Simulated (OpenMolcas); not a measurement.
# A workflow on InNH2F (SMILES [NH2][In][F])

Aim: a series of 17 runs (UHF/def2-SVP, CASSCF(5,6)/def2-SVP, CASPT2(5,6)/def2-SVP, PC-NEVPT2(5,6)/def2-SVP, CASPT2[IPEA 0](5,6)/def2-SVP, MC-PDFT[tPBE](5,6)/def2-SVP, MC-PDFT[ftrevPBE](5,6)/def2-SVP, CASPT2[IPEA 0.1](5,6)/def2-SVP, and more) of FH2InN. 

The results are computed with OpenMolcas 26.06.

1 further run of the same task is left out (set aside as unsound or not needed).

## (1) The system as given

InNH2F: 5 atoms, total charge 0, spin state doublet. As SMILES, `[NH2][In][F]`. The shape comes from GFN2-xTB, which is rough for such elements, and wasn't checked as a minimum. This is one conformer, not always the lowest.

Bond lengths: N1–In2 2.237 Å, In2–F3 2.070 Å, N1–H4 1.018 Å, N1–H5 1.018 Å. Angles: N1–In2–F3 106.0°, In2–N1–H4 101.8°, In2–N1–H5 110.1°, H4–N1–H5 105.8°.

## (2) A single-point energy at UHF/def2-SVP (core potential) (run 1)

The input, step1.inp:

```
&GATEWAY
 BasisSet
 N.def2-SVP....
 N1 0.105690 1.031680 0.009810 angstrom
 End of Basis
 BasisSet
 In.def2-SVP....
 In2 0.157580 -0.929530 1.084950 angstrom
 End of Basis
 BasisSet
 F.def2-SVP....
 F3 0.478830 -2.368780 -0.368100 angstrom
 End of Basis
 BasisSet
 H.def2-SVP....
 H4 0.010480 0.735400 -0.959980 angstrom
 H5 -0.752570 1.531230 0.233320 angstrom
 End of Basis

&SEWARD

&SCF
 UHF
 Spin=2
 PrOrbitals=1 2
```

On the command line:

```sh
export MOLCAS_MEM=1860
pymolcas step1.inp > step1.log
```

Output:

```text
--- Start Module: gateway ---
[...]
--- Stop Module: gateway /rc=_RC_ALL_IS_WELL_ ---
--- Start Module: seward ---
[...]
      Basis functions           64
--- Stop Module: seward /rc=_RC_ALL_IS_WELL_ ---
[...]
--- Start Module: scf ---
[...]
       Convergence after  19 Iterations
[...]
::    Total SCF energy                               -344.1360149234
[...]
      Total spin, S                                     0.5438658129
[...]
      Total electronic charge=   39.000000
      Total            charge=   -0.000000
[...]
      Dipole Moment (debye):
      Origin of the operator (angstrom)=    0.1863   -0.9010    0.7809
                   X= -1.6866E+00               Y=  2.3829E+00               Z=  2.4114E+00           Total=  3.7865E+00
      Quadrupole Moment (debye*angstrom):
[...]
--- Stop Module: scf /rc=_RC_ALL_IS_WELL_ ---
[...]
```

Wall time 4.2 s (1 thread of Arm Neoverse V1, shared host); peak memory 0.4 GiB.

## (3) The excited states at CASSCF(5,6)/def2-SVP (core potential, 4 states averaged) (run 2)

The input, step2.inp:

```
* FH2InN CASSCF

&GATEWAY
 BASISSET
 N.def2-SVP....
 N1 0.105690 1.031680 0.009810 angstrom
 End of Basis
 BASISSET
 In.def2-SVP....
 In2 0.157580 -0.929530 1.084950 angstrom
 End of Basis
 BASISSET
 F.def2-SVP....
 F3 0.478830 -2.368780 -0.368100 angstrom
 End of Basis
 BASISSET
 H.def2-SVP....
 H4 0.010480 0.735400 -0.959980 angstrom
 H5 -0.752570 1.531230 0.233320 angstrom
 End of Basis

&SEWARD

&RASSCF
 FILEORB = $CurrDir/step1.UnaOrb
 SPIN = 2
 NACTEL = 5 0 0
 INACTIVE = 17
 RAS2 = 6
 CIROOT = 4 4 1
 ORBLISTING = Nothing
 ORBAPPEAR = Compact
```

On the command line:

```sh
export MOLCAS_MEM=1860
pymolcas step2.inp > step2.log
```

Output:

```text
--- Start Module: gateway ---
[...]
--- Stop Module: gateway /rc=_RC_ALL_IS_WELL_ ---
--- Start Module: seward ---
[...]
      Basis functions           64
--- Stop Module: seward /rc=_RC_ALL_IS_WELL_ ---
[...]
--- Start Module: rasscf ---
[...]
      Number of active orbitals                  6
[...]
      Spin quantum number                      0.5
[...]
      Active orbitals                            6
[...]
      Number of CSFs                           210
[...]
      Number of root(s) required                 4
[...]
      Convergence after 26 iterations
[...]
      printout of CI-coefficients larger than  0.05 for root  1
      energy=    -344.173829
      conf/sym  111111     Coeff  Weight
             1  22u000   0.95791 0.91759
             2  2u2000   0.10689 0.01143
             4  220u00   0.09289 0.00863
             6  22000u  -0.05497 0.00302
            15  20200u   0.06505 0.00423
            22  2uud00  -0.05497 0.00302
[...]
      Natural orbitals and occupation numbers for root  1
      sym 1:   1.973381   1.940350   1.003616   0.031032   0.009276   0.042345
      Natural orbitals and occupation numbers for root  2
      sym 1:   1.975856   1.011867   1.876917   0.030918   0.006667   0.097775
      Natural orbitals and occupation numbers for root  3
      sym 1:   1.922623   1.708041   0.396546   0.008039   0.015637   0.949113
      Natural orbitals and occupation numbers for root  4
      sym 1:   1.184235   1.959105   1.509285   0.029599   0.011544   0.306231
      ************************************************************************************************************************
      *                                                    Final results                                                     *
[...]
::    RASSCF root number  1 Total energy:   -344.17382916
::    RASSCF root number  2 Total energy:   -344.10066972
::    RASSCF root number  3 Total energy:   -344.05606517
::    RASSCF root number  4 Total energy:   -344.01420329
[...]
      Total electronic charge=   39.000000
      Total            charge=   -0.000000
[...]
      Dipole Moment (debye):
      Origin of the operator (angstrom)=    0.1863   -0.9010    0.7809
                   X= -1.5832E+00               Y=  4.7956E+00               Z=  5.0139E-01           Total=  5.0750E+00
      Quadrupole Moment (debye*angstrom):
[...]
--- Stop Module: rasscf /rc=_RC_ALL_IS_WELL_ ---
[...]
```

Run time: 9.3 s. Hardware: 1 thread of Arm Neoverse V1, shared host; peak memory 0.4 GiB.

The roots found:

| excited state | energy (eV) |
| --- | --- |
| 1 | 1.991 |
| 2 | 3.205 |
| 3 | 4.344 |

Runs 3 to 15 aren't shown in full; the table further down has their settings and results.

## (4) The distorted shape: the energy at PC-NEVPT2(5,6)/def2-SVP (core potential, pt2 variant PC-NEVPT2) (run 16)

The input, step16.input:

```
* FH2InN NEVPT2

&GATEWAY
  Coord
  5
  angstrom
  N        0.073564       1.175611       0.155121
  In       0.125454      -0.785599       1.230261
  F        0.478830      -2.368780      -0.368100
  H       -0.021646       0.879331      -0.814669
  H       -0.784696       1.675161       0.378631
  Basis=def2-SVP
  Group=NoSym

&SEWARD

&RASSCF
  FileOrb=$CurrDir/step2.RasOrb
  Spin=2
  Nactel=5 0 0
  Inactive=17
  Ras2=6
  OrbListing=Nothing
  OrbAppear=Compact

&CASPT2
  PC-NEVPT2
```

On the command line:

```sh
export MOLCAS_MEM=1860
pymolcas step16.input > step16.log
```

Output:

```text
--- Start Module: gateway ---
[...]
--- Stop Module: gateway /rc=_RC_ALL_IS_WELL_ ---
[...]
      Basis functions           64
[...]
--- Start Module: rasscf ---
[...]
      Number of active orbitals                  6
[...]
      Spin quantum number                      0.5
[...]
      Active orbitals                            6
[...]
      Number of CSFs                           210
[...]
      Number of root(s) required                 1
[...]
      Convergence after 24 iterations
[...]
      printout of CI-coefficients larger than  0.05 for root  1
      energy=    -344.162480
      conf/sym  111111     Coeff  Weight
             1  22u000  -0.97251 0.94578
             7  2udu00   0.10691 0.01143
            13  202u00   0.05900 0.00348
            22  2uud00   0.06353 0.00404
            49  20u200  -0.09116 0.00831
            75  02u002  -0.05928 0.00351
      Natural orbitals and occupation numbers for root  1
      sym 1:   1.974947   1.939091   1.001709   0.047238   0.008344   0.028672
      ************************************************************************************************************************
      *                                                    Final results                                                     *
[...]
::    RASSCF root number  1 Total energy:   -344.16247991
[...]
      Total electronic charge=   39.000000
      Total            charge=   -0.000000
[...]
      Dipole Moment (debye):
      Origin of the operator (angstrom)=    0.1583   -0.7753    0.9078
                   X= -1.9654E+00               Y=  3.3718E+00               Z=  3.2964E+00           Total=  5.1086E+00
      Quadrupole Moment (debye*angstrom):
[...]
--- Stop Module: rasscf /rc=_RC_ALL_IS_WELL_ ---
[...]
--- Start Module: caspt2 ---
[...]
      E2 (Variational):          -0.4005449582
[...]
      E2 (Variational):          -0.3985827224
      Total energy:            -344.5610626314
[...]
      Reference weight:           0.90427
[...]
::    PC-NEVPT2 Root  1     Total energy:   -344.56302487
[...]
--- Stop Module: caspt2 /rc=_RC_ALL_IS_WELL_ ---
[...]
```

It took 6.6 s on 1 thread of Arm Neoverse V1, shared host; peak memory 0.4 GiB.

## (5) A structure relaxation at CASSCF(5,6)/def2-SVP (core potential, 4 states averaged, root 2) (run 17)

The input, step17.inp:

```
&GATEWAY
  BasisSet
  N.def2-SVP....
  N1 0.105690 1.031680 0.009810 angstrom
  End of Basis
  BasisSet
  In.def2-SVP....
  In2 0.157580 -0.929530 1.084950 angstrom
  End of Basis
  BasisSet
  F.def2-SVP....
  F3 0.478830 -2.368780 -0.368100 angstrom
  End of Basis
  BasisSet
  H.def2-SVP....
  H4 0.010480 0.735400 -0.959980 angstrom
  H5 -0.752570 1.531230 0.233320 angstrom
  End of Basis
>>> COPY $CurrDir/step2.RasOrb $Project.RasOrb
>>> EXPORT MOLCAS_MAXITER=40
>>> Do While

&SEWARD

&RASSCF
  FileOrb = $Project.RasOrb
  Spin = 2
  Nactel = 5 0 0
  Inactive = 17
  Ras2 = 6
  CIRoot = 4 4 1
  RlxRoot = 2
  OrbListing = Nothing
  OrbAppear = Compact

&SLAPAF
>>> EndDo
```

On the command line:

```sh
export MOLCAS_MEM=1860
pymolcas step17.inp > step17.log
```

Output:

```text
--- Start Module: gateway ---

                                              &GATEWAY

                       available to each process: 1.9 GB of memory, 1 thread

++    Symmetry information:
      ---------------------

                    Character Table for C1

                             E
                    a        1  x, y, xy, Rz, z, xz, Ry, yz, Rx, I
--

++    Basis set information:
      ----------------------

      Basis set label: N.DEF2-SVP.........

      Electronic valence basis set:
      ------------------
      Associated Effective Charge   7.000000 au
      Associated Actual Charge      7.000000 au
      Nuclear Model: Point charge

[... 258 lines left out ...]
      conf/sym  111111     Coeff  Weight
[... 286 lines left out ...]
      Natural orbitals for root   1 are written to the RASORB.1 file
[... 409 lines left out ...]
 Convergence not reached yet!
[... 748 lines left out ...]
 Convergence not reached yet!
[... 764 lines left out ...]
Iter      Energy       Change     Norm      Max    Element    Max     Element     Final Energy Update Update   Index
[... 747 lines left out ...]
Iter      Energy       Change     Norm      Max    Element    Max     Element     Final Energy Update Update   Index
[... 621 lines left out ...]
 * Nuclear coordinates of the final structure / angstrom *
[... 19 lines left out ...]
                    *******************************************
                    *    InterNuclear Distances / angstrom    *
                    *******************************************

               1 N1            2 IN2           3 F3            4 H4            5 H5
    1 N1       0.000000
    2 IN2      2.293749        0.000000
    3 F3       2.995268        1.988799        0.000000
    4 H4       1.010646        2.818428        2.824721        0.000000
    5 H5       1.005285        3.089775        3.967020        1.681865        0.000000

                    **************************************
                    *    Valence Bond Angles / degree    *
                    **************************************
                          Atom centers                 Phi
                      4 H4       1 N1       5 H5       113.08
--
--- Stop Module: slapaf /rc=_RC_NOT_CONVERGED_ ---

.#######################.
.# Convergence problem #.
.#######################.

    Timing: Wall=277.33 User=229.12 System=47.29
```

It took 4.7 min on 1 thread of Arm Neoverse V1, shared host; peak memory 0.4 GiB.

No converged result was reached.

## (6) All runs side by side

| run | level | starting guess | task | partner | energy (Eh) | dipole moment (D) of the reference | wall time |
| --- | --- | --- | --- | --- | --- | --- | --- |
| 1 | UHF/def2-SVP (core potential) | – | energy | base | -344.136015 | 3.79 | 4.2 s |
| 2 | CASSCF(5,6)/def2-SVP (core potential, 4 states averaged) | orbitals of step 1 | excited | base | -344.173829 | 3.76 | 9.3 s |
| 3 | CASPT2(5,6)/def2-SVP (core potential, casscf solver Tight, ipea shift 0.25 Eh, pt2 variant XMS, real shift 0.3 Eh) | orbitals of step 2 | excited | base | -344.582976 | 3.76 | 7.5 s |
| 4 | PC-NEVPT2(5,6)/def2-SVP (core potential, pt2 variant QD-PC-NEVPT2, 4 states averaged) | orbitals of step 2 | excited | base | -344.581549 | 3.76 | 6.6 s |
| 5 | CASPT2[IPEA 0](5,6)/def2-SVP (core potential, ipea shift 0 Eh, pt2 variant MS, 4 states averaged) | orbitals of step 2 | excited | other spin | -344.445196 | 6.85 | 12 s |
| 6 | MC-PDFT[tPBE](5,6)/def2-SVP (core potential, hybrid share 0.25, 4 states averaged) | orbitals of step 2 | excited | base | -345.241963 | 3.76 | 6.3 s |
| 7 | MC-PDFT[ftrevPBE](5,6)/def2-SVP (core potential, hybrid share 0.25, 4 states averaged) | orbitals of step 2 | excited | base | -345.434761 | – | 6 s |
| 8 | CASPT2[IPEA 0](5,6)/def2-SVP (core potential, ipea shift 0 Eh, pt2 variant XMS, real shift 0.2 Eh, 4 states averaged) | orbitals of step 2 | excited | base | -344.587879 | 3.76 | 7.8 s |
| 9 | CASSCF(5,6)/def2-SVP (core potential, root 2, 4 states averaged) | orbitals of step 2 | gradient | base | -344.100670 | – | 6 s |
| 10 | CASPT2[IPEA 0.1](5,6)/def2-SVP (core potential, ipea shift 0.1 Eh, pt2 variant RMS, real shift 0.1 Eh, 4 states averaged) | orbitals of step 2 | excited | base | -344.584464 | 3.76 | 9 s |
| 11 | CASPT2[IPEA 0](5,6)/def2-SVP (core potential, ipea shift 0 Eh, pt2 variant XMS, 4 states averaged) | orbitals of step 2 | excited | base | -344.589613 | 3.76 | 7.8 s |
| 12 | RASPT2(5,10)/def2-SVP (core potential, ipea shift 0.25 Eh, pt2 variant SS, 4 states averaged) | orbitals of step 2 | excited | base | -344.584453 | 3.72 | 74 s |
| 13 | CASSCF(5,6)/def2-SVP (core potential) | orbitals of step 2 | optimise | base | not converged | – | 3.5 min |
| 14 | CASSCF(5,6)/def2-SVP (core potential, 4 states averaged) | orbitals of step 2 | excited | base | -344.173829 | 3.76 | 4.2 s |
| 15 | DMRG(5,6)/def2-SVP (core potential, bond dimension 128) | orbitals of step 2 | energy | base | -344.182364 | 3.86 | 20 s |
| 16 | PC-NEVPT2(5,6)/def2-SVP (core potential, pt2 variant PC-NEVPT2) | orbitals of step 2 | energy | In2–F3 2.28 Å | -344.563025 | 5.11 | 6.6 s |
| 17 | CASSCF(5,6)/def2-SVP (core potential, 4 states averaged, root 2) | orbitals of step 2 | optimise | base | not converged | – | 4.7 min |

## (7) Summary of results

| quantity | value |
| --- | --- |
| distorted shape: total energy | -344.56302 Eh |
| distorted shape: dipole moment (CASSCF density) | 5.11 D |

All runs together took 11 min, the longest 4.7 min. 2 of the 17 runs did not end normally.
